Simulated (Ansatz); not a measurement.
This script makes a test of the smearing width of CsAuBr₃, space group Pm-3m with Ansatz 0.2.0, Python API.

Script `smear_csaubr3.py`:
```python
"""Smearing width test for CsAuBr3."""

import csv

import ansatz as az

system = (
    az.Lattice.from_parameters(5.47254, 5.47254, 5.47254, alpha=90.0, beta=90.0, gamma=90.0)
    .atom("Cs", (0.5, 0.5, 0.5))
    .atom("Au", (0.0, 0.0, 0.0))
    .atom("Br", (0.0, 0.0, 0.5))
    .atom("Br", (0.5, 0.0, 0.0))
    .atom("Br", (0.0, 0.5, 0.0))
)

model = system.calculation()
model = model.functional("lda")
model = model.kpoints(mesh=(4, 4, 4))

rows = []
for value in [0.3, 0.2, 0.1, 0.05]:
    data = model.occupations("cold", width=value).run().report
    rows.append((value, data["free_energy_ev"] / len(data["lattice"]["sites"]), data["n_iterations"], data["n_kpoints"]))

with open("smear.csv", "w", newline="") as handle:
    writer = csv.writer(handle)
    writer.writerow(["width (eV)", "F/atom (eV)", "iterations", "k-points"])
    writer.writerows([round(v, 5) if isinstance(v, float) else v for v in row] for row in rows)

# differences from the last row
for row in rows[:-1]:
    shift = 1000 * (row[1] - rows[-1][1])
    print(f"{row[0]}: {shift:+.2f} meV/atom" + ("  (within 5 meV)" if abs(shift) < 5 else ""))
```

How much does the free energy per atom change between the narrowest and the widest smearing, and why?

Going from 0.05 to 0.3 eV changes F by +4.1 meV an atom. This scheme is built to cancel the term in the square of the width, but that needs a smooth density of states and a fine mesh, and here a sizeable shift remains.

What the script printed:

```console
$ python smear_csaubr3.py
DeckWarning: basis.ecutwfc = 420 eV, auto-derived from the records' recommended cutoffs: set by Cs (normal level)
0.3: +4.06 meV/atom  (within 5 meV)
0.2: +2.18 meV/atom  (within 5 meV)
0.1: -0.46 meV/atom  (within 5 meV)
```
(Warnings from the package without file and line.)

`smear.csv`, as written:
```csv
width (eV),F/atom (eV),iterations,k-points
0.3,-5291.0737,7,10
0.2,-5291.07559,7,10
0.1,-5291.07823,6,10
0.05,-5291.07777,7,10
```

Notes:
- The cell holds an odd number of electrons and is run without spin, so a magnetic state may lie lower.
- For a metal this k-point mesh is coarse: on a finer one energies can move by several to tens of meV an atom and pressures by half a GPa or more, differences at one mesh by less.
- The narrowest width needs the finest mesh, so the last row is no converged reference.
- Spin-orbit coupling, which matters for elements this heavy, is left out.
- This cell is a computed structure, which may not be the phase found in nature.
- Run time: 7.7 s on 1 thread of AMD EPYC 7B13 (Zen 3), on a shared host, peak memory 0.48 GiB.

(Lines on the test bed's own set-up are left out of the output.)
